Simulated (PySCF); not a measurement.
# [Ir3]−: other spin states and a change of charge

How does [Ir3]− respond at fixed geometry? The runs cover other spin states and a change of charge. The species was built from a template and needn't be a known compound.

Program: PySCF 2.14.0. Level of theory: BP86, Ir def2-SVP with ECP60; scalar-relativistic core potentials, no spin–orbit coupling. These are calculated values, not measurements.

3 further runs of the same task are left out: 1 for a known fault of the program, 2 that didn't finish.

## 1. Starting geometry

3 atoms, charge -1, spin multiplicity 3.

Bond lengths: Ir1–Ir2 2.248 Å, Ir2–Ir3 2.248 Å. Angles: Ir1–Ir2–Ir3 180.0°.

Coordinates:

```xyz
3
Ir3
Ir    0.0000    0.0000    2.2481
Ir    0.0000    0.0000    0.0000
Ir    0.0000    0.0000   -2.2481
```

An earlier session relaxed this geometry at BP86, Ir def2-SVP with ECP60 (triplet, point group D∞h).

Its energy there is -313.474226 Eh.

## 2. Multiplicity 1 at the relaxed geometry

Input file run.py (the lines that set the calculation):

```python
mol = gto.M(atom='''
Ir     0.00000     0.00000     2.24807
Ir     0.00000     0.00000     0.00000
Ir     0.00000     0.00000    -2.24807''',
    basis={'Ir': 'def2-SVP'},
    ecp={'Ir': 'def2-SVP'},
    charge=-1, spin=0)
mf = dft.RKS(mol, xc='B88,P86')
mf.grids.atom_grid = (50, 194)
mf = mf.density_fit()  # fitting sets: Ir def2-universal-JKFIT
mf.conv_tol = 1e-08; mf.max_cycle = 55
mf.kernel(dm0)  # dm0: free metal ions and neutral atoms
```

Launch:

```
$ OMP_NUM_THREADS=2 python run.py
```

The program printed:

```text
init E= -314.598924282737
cycle= 1 E= -312.613013284356  delta_E= 1.99  |g|= 1.85  |ddm|= 5.59
cycle= 2 E= -307.608809434798  delta_E=    5  |g|= 4.29  |ddm|=   11
  HOMO = -0.104451675342114  LUMO = -0.0899338025986177  gap/eV = 0.39505
cycle= 3 E= -313.14116848915  delta_E= -5.53  |g|= 1.16  |ddm|= 10.5
cycle= 4 E= -312.511063661003  delta_E= 0.63  |g|= 1.93  |ddm|= 5.57
  HOMO = -0.0116958626495795  LUMO = -0.00379484346724412  gap/eV = 0.21500
cycle= 5 E= -313.461140034177  delta_E= -0.95  |g|= 0.179  |ddm|= 4.91
cycle= 6 E= -313.465318490208  delta_E= -0.00418  |g|= 0.133  |ddm|= 0.698
cycle= 7 E= -313.468856374196  delta_E= -0.00354  |g|= 0.0303  |ddm|= 0.206
  HOMO = 0.0118067751337096  LUMO = 0.0134575788529222  gap/eV = 0.04492
cycle= 8 E= -313.468992844274  delta_E= -0.000136  |g|= 0.0188  |ddm|= 0.0712
  HOMO = 0.0115865104285051  LUMO = 0.0131200896086687  gap/eV = 0.04173
cycle= 9 E= -313.469012814518  delta_E= -2e-05  |g|= 0.0167  |ddm|= 0.0372
  HOMO = 0.0115747418693464  LUMO = 0.0131123740062422  gap/eV = 0.04184
cycle= 10 E= -313.469071101275  delta_E= -5.83e-05  |g|= 0.00446  |ddm|= 0.0177
  HOMO = 0.0114962802957748  LUMO = 0.0130765257516955  gap/eV = 0.04300
cycle= 11 E= -313.469075653073  delta_E= -4.55e-06  |g|= 0.000367  |ddm|= 0.00447
  HOMO = 0.0114883864141075  LUMO = 0.0130737870640395  gap/eV = 0.04314
cycle= 12 E= -313.469075684357  delta_E= -3.13e-08  |g|= 1.22e-05  |ddm|= 0.000437
  HOMO = 0.0114880996267157  LUMO = 0.0130733166258079  gap/eV = 0.04314
cycle= 13 E= -313.46907568418  delta_E= 1.78e-10  |g|= 1.19e-05  |ddm|= 0.000201
  HOMO = 0.0114879418692036  LUMO = 0.0130731679330158  gap/eV = 0.04314
Extra cycle  E= -313.469075585548  delta_E= 9.86e-08  |g|= 0.000246  |ddm|= 0.00424
converged SCF energy = -313.469075585548
```

Wall time 2.9 s (2 threads of Arm Neoverse V1, shared host).

It gives: E = -313.469076 Eh (+0.140 eV from the relaxed state), HOMO 0.31 eV, LUMO 0.36 eV, Mulliken charge on Ir1 -0.43 e. The gap is small, and the closed shell wasn't tested for a lower spin-broken solution. The highest filled level lies above zero; it isn't the detachment energy.

## 3. Multiplicity 5 at the relaxed geometry

Changes to run.py (the lines that set the calculation) since step 2:

```diff
@@ -6,4 +6,4 @@
     ecp={'Ir': 'def2-SVP'},
-    charge=-1, spin=0)
-mf = dft.RKS(mol, xc='B88,P86')
+    charge=-1, spin=4)
+mf = dft.UKS(mol, xc='B88,P86')
 mf.grids.atom_grid = (50, 194)
```

Launch:

```
$ OMP_NUM_THREADS=2 python run.py
```

The program printed:

```text
init E= -314.396311263263
cycle= 1 E= -312.675208381598  delta_E= 1.72  |g|= 1.28  |ddm|= 3.76
cycle= 2 E= -307.524899023654  delta_E= 5.15  |g|= 3.15  |ddm|= 7.73
cycle= 3 E= -313.140713065565  delta_E= -5.62  |g|= 0.699  |ddm|= 7.34
cycle= 4 E= -312.833658538489  delta_E= 0.307  |g|= 1.09  |ddm|= 3.63
cycle= 5 E= -313.434024209676  delta_E= -0.6  |g|= 0.233  |ddm|= 2.84
cycle= 6 E= -313.455393809274  delta_E= -0.0214  |g|= 0.0892  |ddm|= 1.26
cycle= 7 E= -313.458098029732  delta_E= -0.0027  |g|= 0.0482  |ddm|= 1.32
cycle= 8 E= -313.458605725153  delta_E= -0.000508  |g|= 0.0363  |ddm|=  1.3
cycle= 9 E= -313.442688484098  delta_E= 0.0159  |g|= 0.196  |ddm|= 1.15
cycle= 10 E= -313.458228920796  delta_E= -0.0155  |g|= 0.0466  |ddm|= 0.287
cycle= 11 E= -313.458310056005  delta_E= -8.11e-05  |g|= 0.0443  |ddm|= 0.123
cycle= 12 E= -313.458441374384  delta_E= -0.000131  |g|= 0.0409  |ddm|= 0.208
cycle= 13 E= -313.458613080181  delta_E= -0.000172  |g|= 0.0361  |ddm|= 0.0928
cycle= 14 E= -313.458796808661  delta_E= -0.000184  |g|= 0.0307  |ddm|= 1.29
cycle= 15 E= -313.458801847691  delta_E= -5.04e-06  |g|= 0.0304  |ddm|= 1.33
cycle= 16 E= -313.458748642443  delta_E= 5.32e-05  |g|= 0.032  |ddm|= 1.33
cycle= 17 E= -313.458829400747  delta_E= -8.08e-05  |g|= 0.0295  |ddm|= 0.656
cycle= 18 E= -313.458820677225  delta_E= 8.72e-06  |g|= 0.0299  |ddm|= 0.0922
cycle= 19 E= -313.458837914927  delta_E= -1.72e-05  |g|= 0.0292  |ddm|= 1.22
cycle= 20 E= -313.458825561621  delta_E= 1.24e-05  |g|= 0.0296  |ddm|= 1.31
cycle= 21 E= -313.458838588149  delta_E= -1.3e-05  |g|= 0.0293  |ddm|= 0.0614
...
  HOMO = 0.015038139414  LUMO = 0.102651754188  gap/eV = 2.38409
cycle= 14 E= -313.459301954327  delta_E= -3.46e-06  |g|= 0.00185  |ddm|= 0.00145
  HOMO = 0.0150388085749  LUMO = 0.102651613239  gap/eV = 2.38407
cycle= 15 E= -313.459303014584  delta_E= -1.06e-06  |g|= 0.00113  |ddm|= 0.000797
  HOMO = 0.0150393759861  LUMO = 0.102652249609  gap/eV = 2.38407
cycle= 16 E= -313.459303424726  delta_E= -4.1e-07  |g|= 0.000683  |ddm|= 0.000509
  HOMO = 0.0150403328798  LUMO = 0.102652588953  gap/eV = 2.38405
cycle= 17 E= -313.459303567012  delta_E= -1.42e-07  |g|= 0.000443  |ddm|= 0.000309
  HOMO = 0.015040420467  LUMO = 0.102652562605  gap/eV = 2.38405
cycle= 18 E= -313.459303626811  delta_E= -5.98e-08  |g|= 0.000289  |ddm|= 0.000205
  HOMO = 0.0150404607629  LUMO = 0.10265253565  gap/eV = 2.38405
cycle= 19 E= -313.459303651949  delta_E= -2.51e-08  |g|= 0.000193  |ddm|= 0.000142
  HOMO = 0.0150402570139  LUMO = 0.102652327811  gap/eV = 2.38405
cycle= 20 E= -313.459303662489  delta_E= -1.05e-08  |g|= 0.000135  |ddm|= 0.000101
  HOMO = 0.0150405452192  LUMO = 0.102652594272  gap/eV = 2.38405
cycle= 21 E= -313.459303667678  delta_E= -5.19e-09  |g|= 9.35e-05  |ddm|= 7.26e-05
Extra cycle  E= -313.457477651284  delta_E= 0.00183  |g|= 0.0579  |ddm|= 1.33
SCF not converged.
macro= 0  E= -313.459303670003  delta_E= -0.00182602  |g|= 0.000181425  3 KF 12 JK
macro= 1  E= -313.45930367002  delta_E= -1.69962e-11  |g|= 3.39824e-05  1 KF 2 JK
macro X = 2  E=-313.45930367002  |g|= 3.39824e-05  total 5 KF 17 JK
converged SCF energy = -313.45930367002  <S^2> = 6.0068304  2S+1 = 5.0027314
```

It took 34 s on 2 threads of Arm Neoverse V1, shared host.

It gives: E = -313.459304 Eh (+0.406 eV from the relaxed state), HOMO 0.41 eV, LUMO 0.07 eV (over both spins), ⟨S²⟩ = 6.007, Mulliken charge on Ir1 -0.38 e. The highest filled level lies above zero; it isn't the detachment energy. An empty level of one spin lies below a filled level of the other.

## 4. One electron removed, multiplicity 2

Changes to run.py (the lines that set the calculation) since step 3:

```diff
@@ -6,3 +6,3 @@
     ecp={'Ir': 'def2-SVP'},
-    charge=-1, spin=4)
+    charge=0, spin=1)
 mf = dft.UKS(mol, xc='B88,P86')
@@ -11,2 +11,2 @@
 mf.conv_tol = 1e-08; mf.max_cycle = 55
-mf.kernel(dm0)  # dm0: free metal ions and neutral atoms
+mf.kernel(dm0)  # dm0: the density of the relaxed state
```

Launch:

```
$ OMP_NUM_THREADS=2 python run.py
```

The program printed:

```text
init E= -313.474226013409
  HOMO = 0.00211874697572  LUMO = 0.00930999746543  gap/eV = 0.19568
cycle= 1 E= -313.349626970382  delta_E= 0.125  |g|= 0.198  |ddm|= 1.81
  HOMO = -0.250164706433  LUMO = -0.248985875935  gap/eV = 0.03208
cycle= 2 E= -312.998038770721  delta_E= 0.352  |g|= 0.862  |ddm|= 2.18
  HOMO = -0.225788533802  LUMO = -0.219695158178  gap/eV = 0.16581
cycle= 3 E= -313.065843893334  delta_E= -0.0678  |g|= 0.801  |ddm|= 2.03
  HOMO = -0.213851238911  LUMO = -0.208171339215  gap/eV = 0.15456
cycle= 4 E= -312.974704881136  delta_E= 0.0911  |g|= 0.921  |ddm|= 1.43
  HOMO = -0.207240985813  LUMO = -0.200831296882  gap/eV = 0.17442
cycle= 5 E= -313.37015875087  delta_E= -0.395  |g|= 0.136  |ddm|= 0.882
  HOMO = -0.206904901536  LUMO = -0.19950081336  gap/eV = 0.20148
cycle= 6 E= -313.376586525  delta_E= -0.00643  |g|= 0.0604  |ddm|= 0.137
  HOMO = -0.20430609528  LUMO = -0.196868346549  gap/eV = 0.20239
cycle= 7 E= -313.372506578367  delta_E= 0.00408  |g|= 0.119  |ddm|= 0.0683
  HOMO = -0.204170474021  LUMO = -0.196738368684  gap/eV = 0.20224
cycle= 8 E= -313.368880887967  delta_E= 0.00363  |g|= 0.152  |ddm|= 0.0307
  HOMO = -0.203577670471  LUMO = -0.196174931356  gap/eV = 0.20144
cycle= 9 E= -313.377810714027  delta_E= -0.00893  |g|= 0.0276  |ddm|= 0.141
  HOMO = -0.202776593651  LUMO = -0.195417182364  gap/eV = 0.20026
cycle= 10 E= -313.377915308367  delta_E= -0.000105  |g|= 0.0232  |ddm|= 0.0516
  HOMO = -0.2024368293  LUMO = -0.195096581851  gap/eV = 0.19974
cycle= 11 E= -313.378134194226  delta_E= -0.000219  |g|= 0.00467  |ddm|= 0.027
  HOMO = -0.202429706579  LUMO = -0.19508907705  gap/eV = 0.19975
cycle= 12 E= -313.378139201638  delta_E= -5.01e-06  |g|= 0.00328  |ddm|= 0.00771
  HOMO = -0.202441340851  LUMO = -0.195101126209  gap/eV = 0.19974
cycle= 13 E= -313.378143568324  delta_E= -4.37e-06  |g|= 0.000538  |ddm|= 0.00272
  HOMO = -0.202445453901  LUMO = -0.195105158767  gap/eV = 0.19974
cycle= 14 E= -313.37814345284  delta_E= 1.15e-07  |g|= 0.000795  |ddm|= 0.000985
  HOMO = -0.202442728005  LUMO = -0.195101818833  gap/eV = 0.19976
cycle= 15 E= -313.378143527738  delta_E= -7.49e-08  |g|= 0.000723  |ddm|= 0.00116
  HOMO = -0.202441422341  LUMO = -0.195100433104  gap/eV = 0.19976
cycle= 16 E= -313.378143589323  delta_E= -6.16e-08  |g|= 0.000683  |ddm|= 0.00172
  HOMO = -0.202441646667  LUMO = -0.195100722342  gap/eV = 0.19976
cycle= 17 E= -313.378143610005  delta_E= -2.07e-08  |g|= 0.000678  |ddm|= 0.000873
  HOMO = -0.202442666691  LUMO = -0.195101745409  gap/eV = 0.19976
cycle= 18 E= -313.378143781828  delta_E= -1.72e-07  |g|= 0.000484  |ddm|= 0.00442
  HOMO = -0.2024434768  LUMO = -0.195102861839  gap/eV = 0.19975
cycle= 19 E= -313.378143917636  delta_E= -1.36e-07  |g|= 0.000304  |ddm|= 0.00675
  HOMO = -0.202444380203  LUMO = -0.195103968123  gap/eV = 0.19974
cycle= 20 E= -313.378143978082  delta_E= -6.04e-08  |g|= 2.81e-05  |ddm|= 0.00511
  HOMO = -0.202443801653  LUMO = -0.19510336974  gap/eV = 0.19974
cycle= 21 E= -313.378143979297  delta_E= -1.21e-09  |g|= 1.3e-05  |ddm|= 0.00119
  HOMO = -0.202443487018  LUMO = -0.195103085034  gap/eV = 0.19974
Extra cycle  E= -313.378143891008  delta_E= 8.83e-08  |g|= 0.000466  |ddm|= 0.000395
converged SCF energy = -313.378143891008  <S^2> = 0.75136027  2S+1 = 2.0013598
```

It took 5.2 s on 2 threads of Arm Neoverse V1, shared host.

Read off: E = -313.378144 Eh (+2.615 eV from the relaxed state), HOMO -5.51 eV, LUMO -5.31 eV (over both spins), ⟨S²⟩ = 0.751, Mulliken charge on Ir1 +0.07 e. 

## 5. One electron removed, multiplicity 4

Changes to run.py (the lines that set the calculation) since step 4:

```diff
@@ -6,3 +6,3 @@
     ecp={'Ir': 'def2-SVP'},
-    charge=0, spin=1)
+    charge=0, spin=3)
 mf = dft.UKS(mol, xc='B88,P86')
```

Launch:

```
$ OMP_NUM_THREADS=2 python run.py
```

The program printed:

```text
init E= -313.474226013409
  HOMO = -0.00295768453109  LUMO = 0.00211874697572  gap/eV = 0.13814
cycle= 1 E= -313.333265223147  delta_E= 0.141  |g|= 0.242  |ddm|= 0.828
cycle= 2 E= -313.079938355995  delta_E= 0.253  |g|= 0.77  |ddm|= 2.42
  HOMO = -0.223791565037  LUMO = -0.219151141135  gap/eV = 0.12627
cycle= 3 E= -312.532353628373  delta_E= 0.548  |g|= 1.23  |ddm|= 2.12
  HOMO = -0.216102725708  LUMO = -0.212309660114  gap/eV = 0.10321
cycle= 4 E= -312.90727988551  delta_E= -0.375  |g|= 0.963  |ddm|= 1.69
  HOMO = -0.216880745166  LUMO = -0.212214048921  gap/eV = 0.12699
cycle= 5 E= -313.286116291311  delta_E= -0.379  |g|= 0.478  |ddm|= 0.688
  HOMO = -0.216522900076  LUMO = -0.211644290269  gap/eV = 0.13275
cycle= 6 E= -313.185463669194  delta_E= 0.101  |g|= 0.69  |ddm|= 0.175
  HOMO = -0.208540861857  LUMO = -0.203546533818  gap/eV = 0.13590
cycle= 7 E= -313.365467369998  delta_E= -0.18  |g|= 0.159  |ddm|= 0.569
  HOMO = -0.20835159694  LUMO = -0.203168260202  gap/eV = 0.14105
cycle= 8 E= -313.33410764687  delta_E= 0.0314  |g|= 0.325  |ddm|= 0.147
  HOMO = -0.20784887968  LUMO = -0.202597754557  gap/eV = 0.14289
cycle= 9 E= -313.354489710123  delta_E= -0.0204  |g|= 0.233  |ddm|= 0.0738
  HOMO = -0.207152717946  LUMO = -0.201603077605  gap/eV = 0.15101
cycle= 10 E= -313.373998480489  delta_E= -0.0195  |g|= 0.0657  |ddm|= 0.186
  HOMO = -0.206987686397  LUMO = -0.201346834511  gap/eV = 0.15350
cycle= 11 E= -313.374234637537  delta_E= -0.000236  |g|= 0.0618  |ddm|= 0.0678
...
  HOMO = -0.206741750759  LUMO = -0.101510750786  gap/eV = 2.86348
cycle= 47 E= -313.37571821978  delta_E= 1.52e-08  |g|= 0.000969  |ddm|= 7.73e-05
  HOMO = -0.206742097021  LUMO = -0.101509793181  gap/eV = 2.86352
cycle= 48 E= -313.375718258389  delta_E= -3.86e-08  |g|= 0.000918  |ddm|= 0.000113
  HOMO = -0.206744354559  LUMO = -0.101512048607  gap/eV = 2.86352
cycle= 49 E= -313.375718345258  delta_E= -8.69e-08  |g|= 0.000792  |ddm|= 0.000122
  HOMO = -0.206743308111  LUMO = -0.101510425322  gap/eV = 2.86353
cycle= 50 E= -313.375718352824  delta_E= -7.57e-09  |g|= 0.000782  |ddm|= 7.87e-05
  HOMO = -0.206742132346  LUMO = -0.101509575405  gap/eV = 2.86352
cycle= 51 E= -313.37571854672  delta_E= -1.94e-07  |g|= 0.000398  |ddm|= 0.000873
  HOMO = -0.206743018288  LUMO = -0.101510228732  gap/eV = 2.86353
cycle= 52 E= -313.375718614263  delta_E= -6.75e-08  |g|= 0.000108  |ddm|= 0.000322
  HOMO = -0.206743265555  LUMO = -0.101510596577  gap/eV = 2.86353
cycle= 53 E= -313.375718619692  delta_E= -5.43e-09  |g|= 3.57e-05  |ddm|= 0.000265
  HOMO = -0.206746764854  LUMO = -0.201513431355  gap/eV = 0.14241
Extra cycle  E= -313.375718393853  delta_E= 2.26e-07  |g|= 0.000759  |ddm|= 0.000558
SCF not converged.
  HOMO = -0.206721635307  LUMO = -0.2014991264  gap/eV = 0.14211
macro= 0  E= -313.375718621677  delta_E= -2.27824e-07  |g|= 0.000758668  1 KF 4 JK
macro= 1  E= -313.375718621677  delta_E= -3.97904e-13  |g|= 3.26792e-05  1 KF 2 JK
macro X = 2  E=-313.375718621677  |g|= 3.26792e-05  total 3 KF 9 JK
converged SCF energy = -313.375718621677  <S^2> = 3.7525117  2S+1 = 4.0012557
```

It took 33 s on 2 threads of Arm Neoverse V1, shared host.

Read off: E = -313.375719 Eh (+2.681 eV from the relaxed state), HOMO -5.63 eV, LUMO -5.48 eV (over both spins), ⟨S²⟩ = 3.753, Mulliken charge on Ir1 +0.08 e. 

## 6. Results

| state | energy from the relaxed state (eV) | ⟨S²⟩ | time |
| --- | --- | --- | --- |
| charge -1, triplet, vacuum (relaxed) | 0 | 2.00 |  |
| charge -1, singlet, vacuum | 0.14 | 0.00 | 2.9 s |
| charge -1, quintet, vacuum | 0.41 | 6.01 | 34 s |
| charge 0, doublet, vacuum | 2.61 | 0.75 | 5.2 s |
| charge 0, quartet, vacuum | 2.68 | 3.75 | 33 s |

An electron taken off or put on is at rest in vacuum. 

Removing an electron vertically costs 2.61 eV (doublet), against −HOMO = -0.06 eV. The singlet lies 0.14 eV above at this geometry. The bases are small and lack diffuse functions. Spin–orbit coupling is left out for this open shell, where it can reorder the states. Open shells may have lower solutions than the one found.
